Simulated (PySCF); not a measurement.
# Ta(NEt)F3: geometry, NMR shifts and electronic excitations

Aim: predict the NMR shifts and electronic excitations of Ta(NEt)F3 (`CC[N]=[Ta]([F])([F])[F]`).

Programs: PySCF 2.14.0, with density-fitted response routines of our own. Each step states its level of theory. These are calculated values for one molecule in the gas phase, unless marked as measured. Atoms count from 0, in the outputs and in this text.

## 1. Starting geometry

12 atoms, charge 0, multiplicity 1; geometry from: GFN2-xTB. The atoms were then displaced at random by about 0.03 Å, so the start is not that level's minimum.

Bonds of the start (Å): Ta0–N1 1.76, Ta0–F9 1.82, Ta0–F10 1.98, Ta0–F11 1.84, N1–C2 1.40, C2–C3 1.38, C2–H4 1.13, C2–H5 1.14, C3–H6 1.11, C3–H7 1.12, C3–H8 1.11.

## 2. Geometry optimisation at PBE0-D3(BJ)/def2-SVP

Job settings and geometry (Å):

```
{"job": {"xc": "PBE0", "basis": "def2-SVP", "d3": "d3bj", "grid": 1, "maxiter": 40, "shake": 0.03, "kind": "geom"}, "charge": 0, "multiplicity": 1}
Ta     0.515410    -0.042270    -2.072310
N      0.604250    -0.001230    -0.312470
C      0.462400    -0.016180     1.077000
C     -0.850670    -0.025490     1.515550
H      1.026520    -0.919390     1.460780
H      1.003030     0.894520     1.511940
H     -1.008140    -0.056400     2.609220
H     -1.401850     0.868640     1.121750
H     -1.434210    -0.898460     1.166780
F      2.199270     0.039760    -2.766510
F     -0.526280     1.556160    -2.607420
F     -0.474250    -1.482410    -2.653330
```

Started as:

```sh
> OMP_NUM_THREADS=1 python probes_run.py task.json out
```

The driver reads the jobs from task.json and runs them one after another.

What it wrote:

```text
step   0  E = -489.96304518  max force = 0.117539
step   1  E = -489.98513794  max force = 0.033923
step   2  E = -489.98769554  max force = 0.010447
step   3  E = -489.98827195  max force = 0.004691
step   4  E = -489.98838251  max force = 0.002624
step   5  E = -489.98842479  max force = 0.001708
step   6  E = -489.98847556  max force = 0.001918
step   7  E = -489.98851334  max force = 0.002200
step   8  E = -489.98854740  max force = 0.001147
step   9  E = -489.98856178  max force = 0.001502
step  10  E = -489.98861299  max force = 0.001808
step  11  E = -489.98867489  max force = 0.001285
step  12  E = -489.98869116  max force = 0.000421
step  13  E = -489.98869485  max force = 0.000231
optimisation converged
```

Wall time 2.7 min (1 thread of Arm Neoverse V1, shared host); peak memory 0.54 GiB.

The steps of the relaxation:

| step | energy from step 0 (eV) | largest force component (eV/Å) |
| --- | --- | --- |
| 0 | 0.0000 | 6.0441 |
| 1 | -0.6012 | 1.7444 |
| 2 | -0.6708 | 0.5372 |
| 3 | -0.6865 | 0.2412 |
| 4 | -0.6895 | 0.1349 |
| 5 | -0.6906 | 0.0878 |
| 6 | -0.6920 | 0.0986 |
| 7 | -0.6930 | 0.1131 |
| 8 | -0.6940 | 0.0590 |
| 9 | -0.6943 | 0.0772 |
| 10 | -0.6957 | 0.0930 |
| 11 | -0.6974 | 0.0661 |
| 12 | -0.6979 | 0.0216 |
| 13 | -0.6980 | 0.0119 |

Close pairs (by a distance rule), those that changed most:

| bond | before (Å) | after (Å) | change (Å) |
| --- | --- | --- | --- |
| C2–C3 | 1.384 | 1.522 | +0.137 |
| Ta0–F10 | 1.982 | 1.887 | -0.095 |
| Ta0–F9 | 1.823 | 1.888 | +0.065 |
| Ta0–F11 | 1.841 | 1.888 | +0.047 |
| C2–H5 | 1.145 | 1.105 | -0.040 |
| C2–H4 | 1.132 | 1.105 | -0.027 |
| N1–C2 | 1.397 | 1.423 | +0.026 |
| C3–H7 | 1.122 | 1.100 | -0.021 |

The end geometry stands in the next job.

| at the end point | value |
| --- | --- |
| point group (found at 0.08 Å tolerance) | Cs |
| rotational constants (GHz, main isotopes) | 2.479, 1.012, 0.988 |
| dipole moment (D) | 1.36 |

## 3. Nuclear shieldings: PBE0/def2-TZVP+pcSseg-1

Job settings and geometry (Å):

```
{"job": {"kind": "nmr", "xc": "PBE0", "basis": {"default": "pcSseg-1", "Ta": "def2-TZVP"}}, "charge": 0, "multiplicity": 1}
Ta     0.124607     0.045552    -2.183635
N      0.451556    -0.001246    -0.463154
C      0.651183    -0.031061     0.945358
C     -0.664502    -0.050394     1.709745
H      1.254446    -0.919450     1.206862
H      1.250174     0.848196     1.244913
H     -0.484940    -0.076838     2.794940
H     -1.259426     0.846118     1.478686
H     -1.259204    -0.934431     1.434724
F      1.803744     0.072130    -3.046491
F     -0.866407     1.619939    -2.498720
F     -0.885751    -1.501265    -2.572249
```

With the program's defaults for keys left out, this is: GIAO PBE0/pcSseg-1 Ta:def2-TZVP NMR shielding, scalar relativity only through core potentials, gas phase.

What it wrote:

```text
coarse grid: 52616 points
cycle   1  E = -490.1396882922  dE = -1.995e+01  |g| = 9.206e-01  |ddm| = 8.945e+00
cycle   2  E = -490.0772162219  dE =  6.247e-02  |g| = 1.190e+00  |ddm| = 1.306e+00
cycle   3  E = -490.2845007531  dE = -2.073e-01  |g| = 2.337e-01  |ddm| = 6.768e-01
cycle   4  E = -490.2946797777  dE = -1.018e-02  |g| = 6.992e-02  |ddm| = 2.056e-01
cycle   5  E = -490.2950815391  dE = -4.018e-04  |g| = 5.030e-02  |ddm| = 5.265e-02
cycle   6  E = -490.2956104833  dE = -5.289e-04  |g| = 1.139e-02  |ddm| = 3.401e-02
cycle   7  E = -490.2956402746  dE = -2.979e-05  |g| = 1.406e-03  |ddm| = 7.522e-03
cycle   8  E = -490.2956407070  dE = -4.324e-07  |g| = 3.937e-04  |ddm| = 1.103e-03
final grid: 110640 points
cycle   9  E = -490.2956982886  dE = -2.998e-07  |g| = 8.836e-04  |ddm| = 1.459e-03
cycle  10  E = -490.2956971963  dE =  1.092e-06  |g| = 2.373e-03  |ddm| = 1.881e-03
cycle  11  E = -490.2956984634  dE = -1.267e-06  |g| = 1.615e-04  |ddm| = 1.376e-03
cycle  12  E = -490.2956984689  dE = -5.574e-09  |g| = 3.269e-05  |ddm| = 1.125e-04
cycle  13  E = -490.2956984691  dE = -1.329e-10  |g| = 1.851e-05  |ddm| = 2.271e-05
converged SCF energy = -490.2956984691

GIAO shielding tensors (ppm)
atom      isotropic    diamagn.    paramagn.     s11        s22        s33       span
  0 Ta         nan         nan         nan        nan        nan        nan        nan
  1 N      -97.091     325.266    -422.357   -242.283   -228.858    179.868    422.151
  2 C      126.163     244.053    -117.889     99.766    107.781    170.943     71.177
  3 C      164.625     247.502     -82.877    147.846    162.915    183.113     35.267
  4 H       27.907      28.281      -0.374     23.944     28.380     31.398      7.454
  5 H       27.884      28.320      -0.436     23.926     28.381     31.345      7.419
  6 H       30.368      27.757       2.610     26.781     27.449     36.874     10.093
  7 H       29.884      29.655       0.228     27.061     28.234     34.357      7.297
  8 H       29.884      29.634       0.249     27.060     28.227     34.363      7.303
  9 F      105.266     469.862    -364.596   -177.064    203.389    289.473    466.537
 10 F      108.305     470.505    -362.200   -175.331    206.099    294.148    469.479
 11 F      108.121     470.475    -362.354   -176.745    208.180    292.929    469.675
```

Run time: 31 s. Hardware: 1 thread of Arm Neoverse V1, shared host; peak memory 0.94 GiB.

The references, computed at this level on geometries of the same kind, shield at (ppm): 1H TMS 31.27, 13C TMS 184.4, 19F CFCl3 177.2, 15N NH3 265.7. Their shielding less the atom's gives the shift. The references are single molecules in the gas phase, so shifts against H2O, NH3, PH3, H3PO4 or CFCl3 are not on the usual liquid scales and can be off by tens of ppm. Atoms listed in one row are averaged.

| atoms | environment | σ (ppm) | δ (ppm) |
| --- | --- | --- | --- |
| C2 | carbon bonded to C, N, 2 H | 126.2 | 58.2 |
| C3 | carbon bonded to C, 3 H | 164.6 | 19.8 |
| H4, H5 | hydrogen on a carbon bonded to C, N | 27.90 | 3.37 |
| H6, H7, H8 | hydrogen on a carbon bonded to C | 30.05 | 1.22 |
| N1 | nitrogen bonded to C, Ta | -97.1 | 362.8 |
| F9, F10, F11 | fluorine bonded to Ta | 107.2 | 70.0 |

Atoms past Kr carry core potentials, so their printed shieldings have no meaning and are left out of the table.

The run also stored atomic charges by several schemes (e):

| atoms | Mulliken | ESP fit |
| --- | --- | --- |
| Ta0 | 1.42 | 1.71 |
| N1 | -0.54 | -0.82 |
| C2 | -0.02 | 0.35 |
| C3 | -0.31 | -0.34 |
| F9, F10, F11 | -0.39 | -0.41 |

Mayer bond orders: Ta0–N1 2.21, Ta0–F9 0.99, Ta0–F10 0.99, Ta0–F11 0.99, N1–C2 0.93, C2–C3 1.05.

With diffuse functions Mulliken charges and Mayer bond orders lose their meaning; the other schemes are steadier.

Orbitals, density, ELF and potential are computed afterwards from the orbital file.

Frontier orbitals at PBE0/def2-TZVP+pcSseg-1, with the share of their density that lies nearest to each atom:

| orbital | energy (eV) | lies on |
| --- | --- | --- |
| HOMO | -7.83 | N1 54 %; Ta0 14 %; H4, H5 about 8 % each |
| LUMO | -0.91 | Ta0 60 %; F10, F11 about 12 % each; N1 7 % |

ELF in a plane through or near 6 of the atoms.

Ten even steps from '0' (0.00) to '9' (1.00):
```
0000000000000000000000000000
0000000000000000000000000000
0000000000000000000000000000
0000000000000000000000000000
0000000000000000000000000000
0000000000000000011000000000
0000000000001000244200000000
0000000132025100465446400000
0000002788447510423699930000
0000003814568742742899960000
0000111767364585796899940000
0001465244482782353389700000
0003685721587652251001000000
0003783851264125651000000000
0001588740021002320000000000
0000367630000000100000000000
0000022200000000000000000000
0000000000000000000000000000
0000000000000000000000000000
0000000000000000000000000000
```
The map spans 11.7 Å across and 8.1 Å up, centred on the molecule. Atoms in the plane (x, y in Å): Ta0 (-2.2, 0.1), N1 (-0.5, -0.4), C2 (0.9, -0.7), C3 (1.8, 0.5), H6 (2.8, 0.2), F9 (-3.2, -1.4).

On the surface of density 0.002 e/bohr³ the electrostatic potential runs, from the 1st to the 99th percentile, from -0.89 V near F9 to 3.27 V near Ta0.

## 4. TDDFT and polarisability: PBE0/def2-SVPD

The job, as its differences from that of step 3:

```diff
@@ -1,2 +1,2 @@
-{"job": {"kind": "nmr", "xc": "PBE0", "basis": {"default": "pcSseg-1", "Ta": "def2-TZVP"}}, "charge": 0, "multiplicity": 1}
+{"job": {"kind": "uv", "xc": "PBE0", "basis": "def2-SVPD", "ip": true, "nstates": 10}, "charge": 0, "multiplicity": 1}
 Ta     0.124607     0.045552    -2.183635
```

With the program's defaults for keys left out, this is: TDDFT PBE0/def2-SVPD, vertical, gas phase, core orbitals frozen in the response.

What it wrote:

```text
coarse grid: 52616 points
cycle   1  E = -489.6902323593  dE = -1.260e+01  |g| = 1.110e+00  |ddm| = 9.069e+00
cycle   2  E = -489.4778043121  dE =  2.124e-01  |g| = 1.453e+00  |ddm| = 2.885e+00
cycle   3  E = -489.9630021532  dE = -4.852e-01  |g| = 4.584e-01  |ddm| = 1.639e+00
cycle   4  E = -490.0050462675  dE = -4.204e-02  |g| = 1.603e-01  |ddm| = 5.104e-01
cycle   5  E = -490.0099917505  dE = -4.945e-03  |g| = 5.663e-02  |ddm| = 1.806e-01
cycle   6  E = -490.0106197751  dE = -6.280e-04  |g| = 1.721e-02  |ddm| = 5.910e-02
cycle   7  E = -490.0106706428  dE = -5.087e-05  |g| = 3.774e-03  |ddm| = 1.455e-02
cycle   8  E = -490.0106737429  dE = -3.100e-06  |g| = 1.108e-03  |ddm| = 4.589e-03
final grid: 110640 points
cycle   9  E = -490.0106342824  dE =  1.109e-06  |g| = 2.736e-03  |ddm| = 6.927e-03
cycle  10  E = -490.0106228515  dE =  1.143e-05  |g| = 7.586e-03  |ddm| = 9.114e-03
cycle  11  E = -490.0106359815  dE = -1.313e-05  |g| = 4.237e-04  |ddm| = 6.528e-03
cycle  12  E = -490.0106360162  dE = -3.474e-08  |g| = 7.350e-05  |ddm| = 3.945e-04
cycle  13  E = -490.0106360172  dE = -9.611e-10  |g| = 1.808e-05  |ddm| = 8.579e-05
converged SCF energy = -490.0106360172

Static polarisability (au): isotropic 71.783, principal 59.223 62.257 93.868

Singlet excitations
state   eV       nm        f      main configurations
  1   5.0458    245.7   0.00015   H->L 0.62, H-1->L+1 0.32
  2   5.2732    235.1   0.00249   H->L+1 0.53, H-1->L 0.45
  3   5.2863    234.5   0.00290   H-1->L+1 0.64, H->L 0.34
  4   5.5182    224.7   0.03064   H-1->L 0.45, H->L+1 0.36
  5   5.8929    210.4   0.01451   H->L+2 0.90, H->L+3 0.08
  6   5.9670    207.8   0.02130   H-1->L+2 0.89, H-1->L+3 0.08
  7   6.4469    192.3   0.00049   H->L+4 0.54, H-1->L+5 0.29
  8   6.5373    189.7   0.00033   H->L+3 0.80, H-1->L+5 0.09, H->L+2 0.08
  9   6.6081    187.6   0.00012   H-1->L+3 0.89, H-1->L+2 0.09
 10   6.6919    185.3   0.00042   H->L+5 0.49, H-1->L+4 0.47

Triplet excitations (Tamm-Dancoff, eV): 4.5031 4.7413 4.7623 4.9872
Vertical ionisation energy (delta-SCF) = 9.8655 eV
```

It took 2.6 min on 1 thread of Arm Neoverse V1, shared host; peak memory 1 GiB.

Frontier orbitals and where they lie:

| orbital | eV | atoms |
| --- | --- | --- |
| HOMO−3 | -10.70 | C3 36 %, H6 16 %, C2 13 % |
| HOMO−2 | -10.48 | C3 34 %, C2 15 %, H7 14 % |
| HOMO−1 | -8.00 | N1 48 %, Ta0 20 %, C2 10 % |
| HOMO | -7.92 | N1 46 %, Ta0 20 %, C2 13 % |
| LUMO | -1.03 | Ta0 65 %, F11 12 %, F10 9 % |
| LUMO+1 | -1.01 | Ta0 65 %, F9 12 %, F10 8 % |
| LUMO+2 | -0.58 | Ta0 61 %, F11 7 %, F9 7 % |

With each of the 10 states as a Gaussian band of 0.4 eV half-width at 1/e, the curve within the window shown has maxima at 216 nm (ε 2,100) L/(mol cm). Beyond the last state computed it falls off for lack of states. The curve at chosen wavelengths:

(nm, ε (L/mol/cm)): (177, 20), (181, 43), (185, 91), (189, 197), (193, 411), (197, 755), (201, 1183), (205, 1596), (209, 1904), (213, 2069), (217, 2102), (221, 2024), (225, 1851), (230, 1532), (234, 1232), (238, 932), (242, 666), (246, 450), (250, 290), (254, 178), (258, 105), (262, 60), (266, 33), (270, 18), (274, 9), (278, 5)

Leading natural transition orbitals of singlet state 4: the hole lies on N1 60 %; Ta0 15 %; the particle on Ta0 62 %; F10, F11 about 13 % each; F9 7 %.

Leading natural transition orbitals of singlet state 1: the hole lies on N1 59 %; Ta0 15 %; H5 7 %; the particle on Ta0 61 %; F10, F11 about 10 % each; N1 10 %.

Further results of this job:

| property | computed |
| --- | --- |
| dipole moment (D) | 1.47 |
| polarisability (Å³) | 10.64 |
| HOMO–LUMO gap (eV) | 6.89 |
| −ε(HOMO) (eV) | 7.92 |

## 5. NMR shieldings: wB97X-D/def2-TZVP+pcSseg-1

The job, as its differences from that of step 4:

```diff
@@ -1,2 +1,2 @@
-{"job": {"kind": "uv", "xc": "PBE0", "basis": "def2-SVPD", "ip": true, "nstates": 10}, "charge": 0, "multiplicity": 1}
+{"job": {"kind": "nmr", "xc": "wB97X-D", "basis": {"default": "pcSseg-1", "Ta": "def2-TZVP"}, "pop": false}, "charge": 0, "multiplicity": 1}
 Ta     0.124607     0.045552    -2.183635
```

Method: GIAO wB97X-D/pcSseg-1 Ta:def2-TZVP NMR shielding, scalar relativity only through core potentials, gas phase.

What it wrote:

```text
coarse grid: 52616 points
cycle   1  E = -490.4979825819  dE = -2.001e+01  |g| = 1.011e+00  |ddm| = 8.898e+00
cycle   2  E = -490.4623914836  dE =  3.559e-02  |g| = 1.183e+00  |ddm| = 9.899e-01
cycle   3  E = -490.6533453790  dE = -1.910e-01  |g| = 1.787e-01  |ddm| = 5.475e-01
cycle   4  E = -490.6585177810  dE = -5.172e-03  |g| = 8.700e-02  |ddm| = 1.791e-01
cycle   5  E = -490.6599723243  dE = -1.455e-03  |g| = 3.901e-02  |ddm| = 6.868e-02
cycle   6  E = -490.6602741829  dE = -3.019e-04  |g| = 4.764e-03  |ddm| = 2.089e-02
cycle   7  E = -490.6602821994  dE = -8.017e-06  |g| = 1.961e-03  |ddm| = 6.086e-03
final grid: 110640 points
cycle   8  E = -490.6538679400  dE = -1.429e-04  |g| = 6.969e-03  |ddm| = 8.341e-02
cycle   9  E = -490.6538545124  dE =  1.343e-05  |g| = 1.079e-02  |ddm| = 1.292e-02
cycle  10  E = -490.6538774315  dE = -2.292e-05  |g| = 1.294e-03  |ddm| = 5.901e-03
cycle  11  E = -490.6538777572  dE = -3.257e-07  |g| = 6.142e-04  |ddm| = 1.369e-03
cycle  12  E = -490.6538778272  dE = -6.997e-08  |g| = 1.541e-04  |ddm| = 4.299e-04
cycle  13  E = -490.6538778316  dE = -4.391e-09  |g| = 4.271e-05  |ddm| = 9.862e-05
cycle  14  E = -490.6538778323  dE = -7.032e-10  |g| = 1.149e-05  |ddm| = 6.426e-05
converged SCF energy = -490.6538778323

GIAO shielding tensors (ppm)
atom      isotropic    diamagn.    paramagn.     s11        s22        s33       span
  0 Ta         nan         nan         nan        nan        nan        nan        nan
  1 N      -94.484     326.033    -420.517   -241.361   -228.433    186.342    427.703
  2 C      127.904     243.635    -115.731    102.158    110.191    171.362     69.203
  3 C      164.529     247.248     -82.719    147.766    163.179    182.641     34.875
  4 H       28.168      28.439      -0.271     24.229     28.630     31.645      7.415
  5 H       28.144      28.477      -0.334     24.210     28.631     31.591      7.381
  6 H       30.499      27.797       2.702     26.901     27.567     37.029     10.127
  7 H       29.994      29.776       0.217     27.167     28.375     34.439      7.272
  8 H       29.992      29.755       0.237     27.165     28.368     34.444      7.279
  9 F      119.689     470.534    -350.846   -159.813    221.421    297.458    457.271
 10 F      122.593     471.183    -348.590   -157.957    223.742    301.995    459.952
 11 F      122.468     471.144    -348.676   -159.173    225.740    300.837    460.010
```

Wall time 28 s (1 thread of Arm Neoverse V1, shared host); peak memory 1.1 GiB.

Key values: δ C2 56.6, C3 20.0, N1 358.5, F9 65.6, H4 3.22, H6 1.22 ppm (means over like atoms).

## 6. Side by side: NMR shifts

Shifts (ppm), means over like atoms, with basis size and wall time:

| run | C2 | C3 | H4 | H6 | N1 | F9 | functions | time |
| --- | --- | --- | --- | --- | --- | --- | --- | --- |
| PBE0/def2-TZVP+pcSseg-1 | 58.2 | 19.8 | 3.37 | 1.22 | 362.8 | 70.0 | 167 | 31 s |
| wB97X-D/def2-TZVP+pcSseg-1 | 56.6 | 20.0 | 3.22 | 1.22 | 358.5 | 65.6 | 167 | 28 s |

## 7. Results

```
                                                                           quantity                        value
                                                                        point group                           Cs
                                               rotational constants (main isotopes)         2.48, 1.01, 0.99 GHz
                                   13C shifts against TMS (PBE0/def2-TZVP+pcSseg-1)               58.2, 19.8 ppm
   1H shifts against TMS (PBE0/def2-TZVP+pcSseg-1, means over atoms taken as alike)               3.37, 1.22 ppm
                                   15N shifts against NH3 (PBE0/def2-TZVP+pcSseg-1)                    362.8 ppm
19F shifts against CFCl3 (PBE0/def2-TZVP+pcSseg-1, means over atoms taken as alike)                     70.0 ppm
                                              surface potential, 1st and 99th percentile           -0.89 V and 3.27 V
                                                    lowest singlet (PBE0/def2-SVPD)  5.05 eV (246 nm), f = 0.000
                                           brightest single state of those computed  state 4, 5.52 eV, f = 0.031
                                                                     lowest triplet                      4.50 eV
                                                  vertical ionisation energy (ΔSCF)                      9.87 eV
                                                           range of the shift of F9             65.6 to 70.0 ppm
```

**Reading.** The start was shaken at random, so part of the energy gained undoes that. Relaxing lowered the energy by 0.698 eV in 13 steps; the close pair that moved most is C2–C3, from 1.384 to 1.522 Å. No frequency check was run at this level, so the end point may be a saddle. At PBE0/def2-TZVP+pcSseg-1: The widest tensor belongs to F9, F10, F11: span 469 ppm, with a paramagnetic part of -363 ppm. By nearest atom (PBE0/def2-TZVP+pcSseg-1), the HOMO sits on N1 54 %; Ta0 14 % and the LUMO on Ta0 60 %; F10, F11 about 12 % each. The first singlet state (HOMO→LUMO 0.62, HOMO−1→LUMO+1 0.32) lies at 5.05 eV and is dark; of the 10 states computed, the strongest absorption comes from state 4 at 5.52 eV. The lowest triplet lies 0.54 eV below the lowest singlet (triplets in Tamm-Dancoff, singlets in full TDDFT). Spin-orbit coupling, left out, mixes singlets and triplets in elements this heavy. The orbital energy would give 7.92 eV for ionisation, ΔSCF gives 9.87 eV. Across the 2 runs the shift of F9 (with its like atoms) moves most, between 65.6 (wB97X-D/def2-TZVP+pcSseg-1) and 70.0 ppm (PBE0/def2-TZVP+pcSseg-1). Spin-orbit coupling is left out, which matters for shieldings and couplings at and beside the heavy atoms.
